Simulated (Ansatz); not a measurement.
Relaxation of a periodic cell of 17 atoms, Li$_{16}$H (host Li, host structure bcc, interstitial H), to a largest force component of 0.03 eV/Å in at most 60 steps.

The calculation used Ansatz 0.2.0, DFT r2SCAN-D3(BJ), scalar-relativistic, plane waves, PAW. Settings: cutoff 500 eV, k mesh 3x3x3, gaussian smearing 0.05 eV, no spin polarisation.

```xyz
17
Lattice="6.9800 0.0000 0.0000 0.0000 6.9800 0.0000 0.0000 0.0000 6.9800" Properties=species:S:1:pos:R:3:forces:R:3
Li 0.000 0.000 0.000 0.15 0.22 0.01
Li 3.490 0.000 0.000 0.02 -0.03 0.00
Li 0.000 3.490 0.000 0.16 -0.24 0.01
Li 0.000 0.000 3.490 -0.03 -0.07 0.01
Li 1.745 1.745 1.745 -0.11 0.00 -0.15
Li 3.490 3.490 0.000 0.03 0.03 0.00
Li 3.490 0.000 3.490 0.02 -0.01 0.00
Li 5.235 1.745 1.745 -0.03 0.00 0.04
Li 0.000 3.490 3.490 -0.03 0.07 0.01
Li 1.745 5.235 1.745 0.03 0.00 0.07
Li 1.745 1.745 5.235 -0.14 0.00 0.23
Li 3.490 3.490 3.490 0.02 0.01 0.00
Li 5.235 5.235 1.745 -0.02 0.00 0.01
Li 5.235 1.745 5.235 -0.04 0.00 -0.05
Li 1.745 5.235 5.235 0.03 0.00 -0.08
Li 5.235 5.235 5.235 -0.01 0.00 -0.01
H 0.919 1.729 0.048 -0.04 0.03 -0.11
```

**Question.** Where does it end, and by what steps?

**Answer.** The run converged. The force dipped under the threshold on the way, but the program's further checks kept it going. Limits of this set-up: coarse k mesh, odd electron count without spin, a small cell, in which the defect meets its images, a typed lattice constant that wasn't relaxed here. After 6 steps the energy has fallen by 0.091 eV; Li14 moved furthest, 0.21 Å.

```
step  energy less start (eV)  largest force component (eV/Å)  accepted
   0                  0.0000                           0.236       yes
   1                 -0.0626                           0.072       yes
   2                 -0.0678                           0.017       yes
   3                 -0.0766                           0.073       yes
   4                 -0.0897                           0.008       yes
   5                 -0.0897                           0.014       yes
   6                 -0.0908                           0.009       yes
```

```xyz
17
Lattice="6.9800 0.0000 0.0000 0.0000 6.9800 0.0000 0.0000 0.0000 6.9800" Properties=species:S:1:pos:R:3
Li -0.037 0.188 0.002
Li 3.645 -0.130 0.005
Li -0.037 3.300 0.002
Li 0.068 0.071 3.495
Li 1.788 1.744 1.577
Li 3.647 3.619 0.005
Li 3.381 -0.110 3.492
Li 5.081 1.744 1.886
Li 0.066 3.418 3.495
Li 1.674 5.233 1.670
Li 1.790 1.744 5.408
Li 3.381 3.598 3.492
Li 5.352 5.234 1.841
Li 5.077 1.744 5.097
Li 1.678 5.233 5.314
Li 5.350 5.234 5.145
H 0.897 1.743 0.004
```

Whether the end is a true minimum wasn't checked by a vibrational analysis.

Run time: 69 s on 4 threads of Intel(R) Xeon(R) Platinum 8259CL CPU @ 2.50GHz (Skylake/Cascade Lake), with other jobs on the host, peak memory 0.9 GiB.
